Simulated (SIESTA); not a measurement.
Crystal: As2S.

```
CELL_PARAMETERS angstrom
-3.50648 3.50648 2.48592
3.50648 -3.50648 2.48592
3.50648 3.50648 -2.48592
ATOMIC_POSITIONS crystal
As 0.87500 0.12500 0.25000
As 0.87500 0.62500 0.75000
As 0.37500 0.12500 0.25000
As 0.87500 0.12500 0.75000
S 0.25000 0.75000 0.50000
S 0.50000 0.50000 0.00000
```

The cell comes from a database or a generator and needn't be the stable form of this composition.

Base run:

- Program: SIESTA 5.4.2
- Functional: PBEsol
- Potentials or basis: PseudoDojo 0.4 standard (PBEsol files)
- Basis: DZ (energy shift 0.003 Ry; two zetas on semicore shells)
- Grid cutoff: 500 Ry
- Energy shift: 0.003 Ry
- k mesh: 7 × 7 × 7
- Occupations: fermi-dirac, width 0.05 eV
- Spin: no spin polarisation

Its results: band gap on the k mesh none (metal or under the smearing width); pressure 3.0 GPa.

The run is repeated on the same cell with these changes: basis from DZ (energy shift 0.003 Ry; two zetas on semicore shells) to TZDP (energy shift 0.003 Ry; two zetas on semicore shells). What comes out?

Band gap on the k mesh none (metal or under the smearing width); pressure -1.7 GPa.

Caveats: the basis of atomic orbitals isn't converged, which shifts pressures, moduli and gaps; the basis has no polarisation orbitals (some runs).
